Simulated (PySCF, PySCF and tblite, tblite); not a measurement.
**C₅H₅ClN₂: telling isomers apart by computed NMR, part 1 of 3**

Can the signals of one isomer of C₅H₅ClN₂ be assigned among several candidates?

Computed with tblite 0.8.0 (tight binding) and PySCF 2.14.0 (DFT, with response routines of our own); each step states its level. Atoms count from 0 throughout.

### 1 The starting structure

13 atoms, charge 0, multiplicity 1; geometry from: MMFF94s geometry. This is the first candidate.

Bonds of the start (Å): C0–C1 1.51, C0–H10 1.09, C0–H8 1.09, C0–H9 1.09, C1–N2 1.35, C1–N7 1.33, C3–C4 1.36, C3–H11 1.10, C4–C5 1.37, C4–H12 1.08, C5–Cl6 1.72, C5–N7 1.35, N2–C3 1.36.

### 2 GFN2-xTB relaxation, isomer A, conformer 1

What the job is given:

```
{"job": {"xc": "GFN2-xTB", "basis": "xTB", "kind": "relax"}, "charge": 0, "multiplicity": 1}
C      2.249500     0.139600     0.045400
C      0.745300     0.023700    -0.008500
N      0.215400    -1.150200     0.405500
C     -1.138000    -1.222500     0.372800
C     -1.951000    -0.201900    -0.006700
C     -1.292000     0.939200    -0.394200
Cl    -2.157600     2.327900    -0.914100
N      0.053300     1.095000    -0.390500
H      2.555200     0.510200     1.028700
H      2.708900    -0.830100    -0.124700
H      2.590300     0.836200    -0.723200
H     -1.552300    -2.185000     0.706400
H     -3.031400    -0.281500    -0.014600
```

Run with:

```sh
OMP_NUM_THREADS=1 python ens_run.py task.json out
```

This one command runs the whole study; its stages follow in the order run.

What it wrote:

```text
step      E/eV     max force
  0    -643.49584    2.586
  1    -643.59469    1.221
  2    -643.61955    0.261
  3    -643.62409    0.196
  4    -643.62948    0.209
  5    -643.63157    0.139
  6    -643.63357    0.097
  7    -643.63462    0.085
  8    -643.63529    0.060
  9    -643.63566    0.048
 10    -643.63584    0.035
 11    -643.63584    0.035
 12    -643.63589    0.024
 13    -643.63595    0.014
 14    -643.63596    0.012
 15    -643.63598    0.011
 16    -643.63599    0.010
 17    -643.63600    0.009
 18    -643.63601    0.009
 19    -643.63602    0.010
 20    -643.63603    0.009
 21    -643.63604    0.006
 22    -643.63604    0.005
 23    -643.63605    0.004
 24    -643.63605    0.005
 25    -643.63605    0.004
 26    -643.63605    0.003
```

Run time: 0.29 s. Hardware: 1 thread of Arm Neoverse N1, shared host.

Relaxing gained 0.140 eV and moved the atoms by 0.03 Å on average (rms).

### 3 Shieldings, isomer A, conformer 1: KT2/pcSseg-1 in dichloromethane

What the job is given:

```
{"job": {"xc": "KT2", "basis": "pcSseg-1", "solvent": "dichloromethane", "kind": "nmr", "pop": true}, "charge": 0, "multiplicity": 1}
C      2.223994     0.136593     0.037636
C      0.741617     0.007492     0.012051
N      0.207427    -1.142029     0.397657
C     -1.111206    -1.238200     0.386132
C     -1.934551    -0.195485    -0.009442
C     -1.266975     0.960949    -0.396152
Cl    -2.143564     2.343120    -0.919490
N      0.043386     1.066111    -0.388219
H      2.531621     0.509855     1.013579
H      2.682243    -0.835244    -0.117529
H      2.547427     0.846236    -0.717445
H     -1.518104    -2.188843     0.705106
H     -3.007703    -0.270068    -0.021612
```

What it wrote:

```text
coarse grid: 12280 points
cycle   1  E = -771.7938640761  dE =  1.288e+00  |g| = 5.584e-01  |ddm| = 3.584e+00
cycle   2  E = -771.6769847121  dE =  1.169e-01  |g| = 8.977e-01  |ddm| = 1.304e+00
cycle   3  E = -771.8591572142  dE = -1.822e-01  |g| = 1.719e-01  |ddm| = 8.299e-01
cycle   4  E = -771.8658377661  dE = -6.681e-03  |g| = 5.599e-02  |ddm| = 1.936e-01
cycle   5  E = -771.8665259678  dE = -6.882e-04  |g| = 2.295e-02  |ddm| = 7.012e-02
cycle   6  E = -771.8666491021  dE = -1.231e-04  |g| = 5.936e-03  |ddm| = 2.331e-02
cycle   7  E = -771.8666563703  dE = -7.268e-06  |g| = 2.205e-03  |ddm| = 7.087e-03
final grid: 116632 points
cycle   8  E = -771.8529404404  dE = -2.670e-04  |g| = 2.241e-02  |ddm| = 7.150e-02
cycle   9  E = -771.8527811456  dE =  1.593e-04  |g| = 3.174e-02  |ddm| = 5.519e-02
cycle  10  E = -771.8530240078  dE = -2.429e-04  |g| = 7.370e-03  |ddm| = 4.013e-02
cycle  11  E = -771.8530361732  dE = -1.217e-05  |g| = 2.597e-03  |ddm| = 8.320e-03
cycle  12  E = -771.8530379935  dE = -1.820e-06  |g| = 4.108e-04  |ddm| = 2.916e-03
cycle  13  E = -771.8530380293  dE = -3.589e-08  |g| = 1.312e-04  |ddm| = 4.135e-04
cycle  14  E = -771.8530380329  dE = -3.561e-09  |g| = 4.440e-05  |ddm| = 1.586e-04
cycle  15  E = -771.8530380333  dE = -4.341e-10  |g| = 1.617e-05  |ddm| = 5.120e-05
converged SCF energy = -771.8530380333

GIAO shielding tensors (ppm)
atom      isotropic    diamagn.    paramagn.     s11        s22        s33       span
  0 C      157.592     247.322     -89.729    133.242    151.380    188.155     54.913
  1 C       21.616     257.200    -235.584    -43.122     -5.352    113.322    156.444
  2 N      -28.847     334.238    -363.085   -239.790   -124.276    277.526    517.316
  3 C       32.717     251.153    -218.436    -64.393     23.816    138.727    203.119
  4 C       68.657     256.518    -187.861    -24.963     72.959    157.976    182.940
  5 C       23.612     253.931    -230.319    -58.277     39.461     89.651    147.928
  6 Cl     629.213    1148.235    -519.021    461.617    468.453    957.569    495.952
  7 N      -31.939     336.057    -367.996   -208.767   -108.487    221.437    430.204
  8 H       28.461      27.507       0.954     25.821     26.267     33.293      7.472
  9 H       28.893      28.148       0.745     24.651     27.965     34.064      9.413
 10 H       28.957      28.302       0.655     24.564     28.641     33.665      9.101
 11 H       23.041      29.668      -6.628     19.100     23.552     26.471      7.371
 12 H       24.495      30.987      -6.492     21.648     23.324     28.514      6.866
```

Run time: 31 s. Hardware: 1 thread of Arm Neoverse N1, shared host.

This run: HOMO -6.35 eV, LUMO -2.23 eV; dipole 1.91 D.

### 4 Single-point energy, isomer A, conformer 1: B3LYP/def2-SVP in dichloromethane

The job, as its differences from that of step 3:

```diff
@@ -1,2 +1,2 @@
-{"job": {"xc": "KT2", "basis": "pcSseg-1", "solvent": "dichloromethane", "kind": "nmr", "pop": true}, "charge": 0, "multiplicity": 1}
+{"job": {"xc": "B3LYP", "basis": "def2-SVP", "solvent": "dichloromethane", "kind": "sp"}, "charge": 0, "multiplicity": 1}
 C      2.223994     0.136593     0.037636
```

What it wrote:

```text
coarse grid: 12280 points
cycle   1  E = -762.7363662920  dE =  1.383e+00  |g| = 5.203e-01  |ddm| = 4.285e+00
cycle   2  E = -762.6733056170  dE =  6.306e-02  |g| = 7.553e-01  |ddm| = 1.196e+00
cycle   3  E = -762.7985783606  dE = -1.253e-01  |g| = 9.419e-02  |ddm| = 7.025e-01
cycle   4  E = -762.8003968206  dE = -1.818e-03  |g| = 4.227e-02  |ddm| = 1.269e-01
cycle   5  E = -762.8008136724  dE = -4.169e-04  |g| = 1.337e-02  |ddm| = 5.132e-02
cycle   6  E = -762.8008540412  dE = -4.037e-05  |g| = 3.488e-03  |ddm| = 1.472e-02
cycle   7  E = -762.8008567356  dE = -2.694e-06  |g| = 1.044e-03  |ddm| = 3.909e-03
final grid: 116632 points
cycle   8  E = -762.8972030504  dE = -3.144e-05  |g| = 4.863e-03  |ddm| = 2.610e-02
cycle   9  E = -762.8972006688  dE =  2.382e-06  |g| = 5.818e-03  |ddm| = 1.129e-02
cycle  10  E = -762.8972091863  dE = -8.518e-06  |g| = 7.931e-04  |ddm| = 6.402e-03
cycle  11  E = -762.8972093297  dE = -1.434e-07  |g| = 2.005e-04  |ddm| = 8.939e-04
cycle  12  E = -762.8972093379  dE = -8.220e-09  |g| = 8.592e-05  |ddm| = 2.583e-04
cycle  13  E = -762.8972093396  dE = -1.695e-09  |g| = 1.705e-05  |ddm| = 9.176e-05
cycle  14  E = -762.8972093397  dE = -7.071e-11  |g| = 5.718e-06  |ddm| = 2.564e-05
converged SCF energy = -762.8972093397
```

Run time: 14 s. Hardware: 1 thread of Arm Neoverse N1, shared host.

Key values: HOMO -7.23 eV, LUMO -1.31 eV; dipole 1.83 D.

### 5 Boltzmann average, isomer A: properties at KT2/pcSseg-1 in dichloromethane

What the job is given:

```
{"job": {"study": "conf", "smiles": "Cc1nccc(Cl)n1", "search": {"seed": 5606, "n_embed": 45, "ff_keep": 10, "window": 2.5, "nmax": 4, "temps": [250, 298.15, 350], "t_ref": 298.15, "order": 0.0005}, "level": {"nmr": {"xc": "KT2", "basis": "pcSseg-1", "solvent": "dichloromethane"}, "sp": {"xc": "B3LYP", "basis": "def2-SVP", "solvent": "dichloromethane"}}, "kind": "conf"}, "charge": 0, "multiplicity": 1}
C      2.223994     0.136593     0.037636
C      0.741617     0.007492     0.012051
N      0.207427    -1.142029     0.397657
C     -1.111206    -1.238200     0.386132
C     -1.934551    -0.195485    -0.009442
C     -1.266975     0.960949    -0.396152
Cl    -2.143564     2.343120    -0.919490
N      0.043386     1.066111    -0.388219
H      2.531621     0.509855     1.013579
H      2.682243    -0.835244    -0.117529
H      2.547427     0.846236    -0.717445
H     -1.518104    -2.188843     0.705106
H     -3.007703    -0.270068    -0.021612
```

What it wrote:

```text
conformer  sym    E(xTB)   E(DFT)   G(298.15 K)  weight  dipole/D
    1     C1      0.000    0.000    0.000   1.0000    1.830

mean shielding (ppm) by class
class atoms           250 K   298.15 K      350 K
  0 C  0            157.592    157.592    157.592
  1 C  1             21.616     21.616     21.616
  2 N  2            -28.847    -28.847    -28.847
  3 C  3             32.717     32.717     32.717
  4 C  4             68.657     68.657     68.657
  5 C  5             23.612     23.612     23.612
  6 Cl 6            629.213    629.213    629.213
  7 N  7            -31.939    -31.939    -31.939
  8 H  8,9,10         28.77      28.77      28.77
  9 H  11            23.041     23.041     23.041
 10 H  12            24.495     24.495     24.495
```

It took 46 s on 1 thread of Arm Neoverse N1, shared host. This counts the runs that the step sums up.

The search (ETKDG, MMFF94s, GFN2-xTB) embedded 45 structures, kept 1 distinct ones after the force field and 1 after xTB; 1 was carried on (window 2.5 kcal/mol at the search's own energies). Energies: B3LYP/def2-SVP in dichloromethane with D3(BJ).

The conformers at 298 K:

```tsv
no.	group	mirror pair	ΔE xTB	ΔE DFT	ΔG	weight (%)	μ (D)	A, B, C (GHz)
1	C1	yes	0.00	0.00	0.00	100.0	1.83	3.55, 1.29, 0.95
```

Energies in kcal/mol. ΔG holds xTB vibrations and rotation, symmetry numbers and mirror pairs.

Shifts against references run at the same level (1H TMS 31.60, 13C TMS 186.3 ppm of shielding), by class of atoms, at 298 K:

```tsv
atoms	environment	average
C1	substituted aromatic carbon next to a ring nitrogen	164.7
C5	aromatic carbon bearing chlorine	162.7
C3	aromatic CH next to a ring nitrogen	153.6
C4	aromatic CH	117.7
C0	methyl carbon on an aromatic ring	28.7
H11	hydrogen on an aromatic CH next to a ring nitrogen	8.56
H12	hydrogen on an aromatic CH	7.11
H8, H9, H10	hydrogen on a methyl carbon on an aromatic ring	2.83
N7	pyridine-type ring nitrogen	-31.9 (σ)
N2	pyridine-type ring nitrogen	-28.8 (σ)
Cl6	chlorine bonded to C	629 (σ)
```

Effective distances for nuclear Overhauser effects, ⟨r⁻⁶⟩^(−1/6) over all pairs of two classes (Å): H11···H12 2.54.

### 6 GFN2-xTB relaxation, isomer B, conformer 1

What the job is given:

```
{"job": {"xc": "GFN2-xTB", "basis": "xTB", "kind": "relax"}, "charge": 0, "multiplicity": 1}
C     -2.008400    -0.125400    -0.003800
C     -0.538900     0.098500     0.011900
C      0.337000    -0.964300    -0.182000
C      1.664300    -0.638900    -0.149400
Cl     2.853400    -1.862400    -0.374000
N      2.156100     0.578700     0.080900
C      1.239700     1.529900     0.267400
N     -0.085800     1.352600     0.256200
H     -2.322100    -0.510600    -0.978300
H     -2.312300    -0.837200     0.778600
H     -2.554100     0.814000     0.177100
H     -0.023900    -1.970200    -0.368600
H      1.590700     2.535700     0.466200
```

What it wrote:

```text
step      E/eV     max force
  0    -643.54376    1.393
  1    -643.59705    0.691
  2    -643.60676    0.278
  3    -643.61278    0.257
  4    -643.61694    0.129
  5    -643.61800    0.067
  6    -643.61842    0.048
  7    -643.61864    0.040
  8    -643.61881    0.039
  9    -643.61881    0.039
 10    -643.61891    0.031
 11    -643.61914    0.033
 12    -643.61926    0.036
 13    -643.61964    0.040
 14    -643.61988    0.038
 15    -643.62005    0.033
 16    -643.62015    0.033
 17    -643.62025    0.025
 18    -643.62031    0.017
 19    -643.62034    0.012
 20    -643.62036    0.012
 21    -643.62037    0.009
 22    -643.62038    0.010
 23    -643.62039    0.010
 24    -643.62040    0.006
 25    -643.62040    0.002
```

Run time: 0.23 s. Hardware: 1 thread of Arm Neoverse N1, shared host.

Gain 0.077 eV; displacement 0.03 Å root mean square.

### 7 Shieldings, isomer B, conformer 1: KT2/pcSseg-1 in dichloromethane

What the job is given:

```
{"job": {"xc": "KT2", "basis": "pcSseg-1", "solvent": "dichloromethane", "kind": "nmr", "pop": false}, "charge": 0, "multiplicity": 1}
C     -2.021068    -0.105931     0.000081
C     -0.543628     0.095782     0.022373
C      0.341694    -0.961583    -0.185244
C      1.690363    -0.644793    -0.139569
Cl     2.881938    -1.857418    -0.380713
N      2.131295     0.579042     0.086036
C      1.208474     1.505951     0.268516
N     -0.095033     1.327626     0.248103
H     -2.330651    -0.501837    -0.965420
H     -2.313406    -0.821909     0.766084
H     -2.520051     0.841149     0.180357
H      0.000013    -1.965936    -0.370814
H      1.565671     2.510342     0.452483
```

What it wrote:

```text
coarse grid: 12280 points
cycle   1  E = -771.7968045906  dE =  1.286e+00  |g| = 5.449e-01  |ddm| = 3.612e+00
cycle   2  E = -771.6838969331  dE =  1.129e-01  |g| = 8.790e-01  |ddm| = 1.330e+00
cycle   3  E = -771.8594560801  dE = -1.756e-01  |g| = 1.625e-01  |ddm| = 8.390e-01
cycle   4  E = -771.8653160287  dE = -5.860e-03  |g| = 5.445e-02  |ddm| = 1.850e-01
cycle   5  E = -771.8659755606  dE = -6.595e-04  |g| = 2.256e-02  |ddm| = 6.970e-02
cycle   6  E = -771.8660913642  dE = -1.158e-04  |g| = 6.035e-03  |ddm| = 2.300e-02
cycle   7  E = -771.8660986205  dE = -7.256e-06  |g| = 2.474e-03  |ddm| = 7.701e-03
final grid: 116632 points
cycle   8  E = -771.8527632722  dE = -2.731e-04  |g| = 2.206e-02  |ddm| = 8.157e-02
cycle   9  E = -771.8526166040  dE =  1.467e-04  |g| = 3.084e-02  |ddm| = 5.443e-02
cycle  10  E = -771.8528432166  dE = -2.266e-04  |g| = 7.347e-03  |ddm| = 3.914e-02
cycle  11  E = -771.8528549486  dE = -1.173e-05  |g| = 2.686e-03  |ddm| = 8.374e-03
cycle  12  E = -771.8528569267  dE = -1.978e-06  |g| = 4.156e-04  |ddm| = 3.115e-03
cycle  13  E = -771.8528569642  dE = -3.749e-08  |g| = 1.188e-04  |ddm| = 4.030e-04
cycle  14  E = -771.8528569670  dE = -2.773e-09  |g| = 4.442e-05  |ddm| = 1.546e-04
cycle  15  E = -771.8528569674  dE = -4.172e-10  |g| = 1.510e-05  |ddm| = 4.989e-05
converged SCF energy = -771.8528569674

GIAO shielding tensors (ppm)
atom      isotropic    diamagn.    paramagn.     s11        s22        s33       span
  0 C      159.224     248.693     -89.469    136.774    150.669    190.229     53.455
  1 C       21.717     257.124    -235.408    -66.503     -9.815    141.468    207.971
  2 C       65.965     256.866    -190.901    -24.306     73.565    148.637    172.943
  3 C       23.926     255.249    -231.323    -57.167     40.049     88.897    146.063
  4 Cl     637.730    1147.767    -510.037    471.217    481.930    960.043    488.826
  5 N      -26.267     333.704    -359.971   -207.056   -112.727    240.982    448.038
  6 C       33.318     253.135    -219.817    -43.105     29.690    113.369    156.474
  7 N      -30.142     333.236    -363.378   -222.785   -127.088    259.447    482.233
  8 H       28.690      28.463       0.227     24.572     27.781     33.718      9.146
  9 H       28.690      28.461       0.229     24.578     27.768     33.723      9.144
 10 H       29.175      28.831       0.344     24.906     28.062     34.557      9.651
 11 H       24.241      33.054      -8.813     20.443     22.196     30.085      9.642
 12 H       22.871      28.911      -6.039     17.663     25.230     25.721      8.057
```

It took 27 s on 1 thread of Arm Neoverse N1, shared host.

This run: HOMO -6.47 eV, LUMO -2.12 eV; dipole 3.39 D.

### 8 Single-point energy, isomer B, conformer 1: B3LYP/def2-SVP in dichloromethane

The job, as its differences from that of step 7:

```diff
@@ -1,2 +1,2 @@
-{"job": {"xc": "KT2", "basis": "pcSseg-1", "solvent": "dichloromethane", "kind": "nmr", "pop": false}, "charge": 0, "multiplicity": 1}
+{"job": {"xc": "B3LYP", "basis": "def2-SVP", "solvent": "dichloromethane", "kind": "sp"}, "charge": 0, "multiplicity": 1}
 C     -2.021068    -0.105931     0.000081
```

What it wrote:

```text
coarse grid: 12280 points
cycle   1  E = -762.7387017303  dE =  1.382e+00  |g| = 5.069e-01  |ddm| = 4.304e+00
cycle   2  E = -762.6782665333  dE =  6.044e-02  |g| = 7.372e-01  |ddm| = 1.163e+00
cycle   3  E = -762.7979016445  dE = -1.196e-01  |g| = 8.763e-02  |ddm| = 6.850e-01
cycle   4  E = -762.7994274521  dE = -1.526e-03  |g| = 4.139e-02  |ddm| = 1.213e-01
cycle   5  E = -762.7998351327  dE = -4.077e-04  |g| = 1.291e-02  |ddm| = 5.110e-02
cycle   6  E = -762.7998715186  dE = -3.639e-05  |g| = 3.705e-03  |ddm| = 1.425e-02
cycle   7  E = -762.7998744883  dE = -2.970e-06  |g| = 1.139e-03  |ddm| = 4.208e-03
final grid: 116632 points
cycle   8  E = -762.8964653889  dE = -3.347e-05  |g| = 4.833e-03  |ddm| = 3.320e-02
cycle   9  E = -762.8964622614  dE =  3.127e-06  |g| = 5.998e-03  |ddm| = 1.210e-02
cycle  10  E = -762.8964714237  dE = -9.162e-06  |g| = 9.217e-04  |ddm| = 7.049e-03
cycle  11  E = -762.8964716237  dE = -2.001e-07  |g| = 2.079e-04  |ddm| = 1.004e-03
cycle  12  E = -762.8964716319  dE = -8.166e-09  |g| = 1.068e-04  |ddm| = 2.930e-04
cycle  13  E = -762.8964716345  dE = -2.590e-09  |g| = 1.623e-05  |ddm| = 1.039e-04
cycle  14  E = -762.8964716345  dE = -6.844e-11  |g| = 4.358e-06  |ddm| = 2.673e-05
converged SCF energy = -762.8964716345
```

It took 14 s on 1 thread of Arm Neoverse N1, shared host.

Key values: HOMO -7.35 eV, LUMO -1.21 eV; dipole 3.19 D.

### 9 Boltzmann average, isomer B: properties at KT2/pcSseg-1 in dichloromethane

What the job is given:

```
{"job": {"study": "conf", "smiles": "Cc1cc(Cl)ncn1", "search": {"seed": 5606, "n_embed": 45, "ff_keep": 10, "window": 2.5, "nmax": 4, "temps": [250, 298.15, 350], "t_ref": 298.15, "order": 0.0005}, "level": {"nmr": {"xc": "KT2", "basis": "pcSseg-1", "solvent": "dichloromethane"}, "sp": {"xc": "B3LYP", "basis": "def2-SVP", "solvent": "dichloromethane"}}, "kind": "conf"}, "charge": 0, "multiplicity": 1}
C     -2.021068    -0.105931     0.000081
C     -0.543628     0.095782     0.022373
C      0.341694    -0.961583    -0.185244
C      1.690363    -0.644793    -0.139569
Cl     2.881938    -1.857418    -0.380713
N      2.131295     0.579042     0.086036
C      1.208474     1.505951     0.268516
N     -0.095033     1.327626     0.248103
H     -2.330651    -0.501837    -0.965420
H     -2.313406    -0.821909     0.766084
H     -2.520051     0.841149     0.180357
H      0.000013    -1.965936    -0.370814
H      1.565671     2.510342     0.452483
```

What it wrote:

```text
conformer  sym    E(xTB)   E(DFT)   G(298.15 K)  weight  dipole/D
    1     Cs      0.000    0.000    0.000   1.0000    3.191

mean shielding (ppm) by class
class atoms           250 K   298.15 K      350 K
  0 C  0            159.224    159.224    159.224
  1 C  1             21.717     21.717     21.717
  2 C  2             65.965     65.965     65.965
  3 C  3             23.926     23.926     23.926
  4 Cl 4             637.73     637.73     637.73
  5 N  5            -26.267    -26.267    -26.267
  6 C  6             33.318     33.318     33.318
  7 N  7            -30.142    -30.142    -30.142
  8 H  8,9,10        28.852     28.852     28.852
  9 H  11            24.241     24.241     24.241
 10 H  12            22.872     22.872     22.872
```

Wall time 42 s (1 thread of Arm Neoverse N1, shared host). This counts the runs that the step sums up.

The search (ETKDG, MMFF94s, GFN2-xTB) embedded 45 structures, kept 1 distinct ones after the force field and 1 after xTB; 1 was carried on (window 2.5 kcal/mol at the search's own energies). Energies: B3LYP/def2-SVP in dichloromethane with D3(BJ).

The conformers at 298 K:

```tsv
no.	group	mirror pair	ΔE xTB	ΔE DFT	ΔG	weight (%)	μ (D)	A, B, C (GHz)
1	Cs	no	0.00	0.00	0.00	100.0	3.19	3.82, 1.22, 0.93
```

Energies in kcal/mol. ΔG holds xTB vibrations and rotation, symmetry numbers and mirror pairs.

Shifts against references run at the same level (1H TMS 31.60, 13C TMS 186.3 ppm of shielding), by class of atoms, at 298 K:

```tsv
atoms	environment	average
C1	substituted aromatic carbon next to a ring nitrogen	164.6
C3	aromatic carbon bearing chlorine	162.4
C6	aromatic CH between two ring heteroatoms	153.0
C2	aromatic CH	120.4
C0	methyl carbon on an aromatic ring	27.1
H12	hydrogen on an aromatic CH between two ring heteroatoms	8.73
H11	hydrogen on an aromatic CH	7.36
H8, H9, H10	hydrogen on a methyl carbon on an aromatic ring	2.75
Cl4	chlorine bonded to C	638 (σ)
N7	pyridine-type ring nitrogen	-30.1 (σ)
N5	pyridine-type ring nitrogen	-26.3 (σ)
```

Effective distances for nuclear Overhauser effects, ⟨r⁻⁶⟩^(−1/6) over all pairs of two classes (Å): H8···H11 2.98.

### 10 GFN2-xTB relaxation, isomer C, conformer 1

What the job is given:

```
{"job": {"xc": "GFN2-xTB", "basis": "xTB", "kind": "relax"}, "charge": 0, "multiplicity": 1}
C      1.978800     0.062800     0.180300
C      0.472100     0.136900     0.040500
N     -0.059900     1.371200     0.085500
C     -1.406200     1.458400    -0.042600
N     -2.243500     0.411700    -0.170400
C     -1.662000    -0.804100    -0.207200
C     -0.295800    -1.005500    -0.098400
Cl     0.353500    -2.594300    -0.136300
H      2.256700    -0.513000     1.069700
H      2.408600    -0.394400    -0.703900
H      2.392500     1.067700     0.283900
H     -1.850000     2.438600    -0.007300
H     -2.349200    -1.635500    -0.311400
```

What it wrote:

```text
step      E/eV     max force
  0    -643.40836    1.897
  1    -643.51416    0.702
  2    -643.52636    0.355
  3    -643.53327    0.261
  4    -643.53768    0.196
  5    -643.53936    0.071
  6    -643.53979    0.059
  7    -643.54009    0.058
  8    -643.54033    0.050
  9    -643.54051    0.039
 10    -643.54051    0.039
 11    -643.54060    0.037
 12    -643.54073    0.028
 13    -643.54076    0.025
 14    -643.54085    0.019
 15    -643.54088    0.019
 16    -643.54091    0.013
 17    -643.54093    0.008
 18    -643.54094    0.007
 19    -643.54094    0.006
 20    -643.54095    0.005
 21    -643.54095    0.005
 22    -643.54095    0.004
 23    -643.54095    0.006
 24    -643.54096    0.007
 25    -643.54096    0.007
 26    -643.54097    0.004
```

Run time: 0.24 s. Hardware: 1 thread of Arm Neoverse N1, shared host.

Relaxing gained 0.133 eV and moved the atoms by 0.03 Å on average (rms).

(Continued in part 2 of 3.)
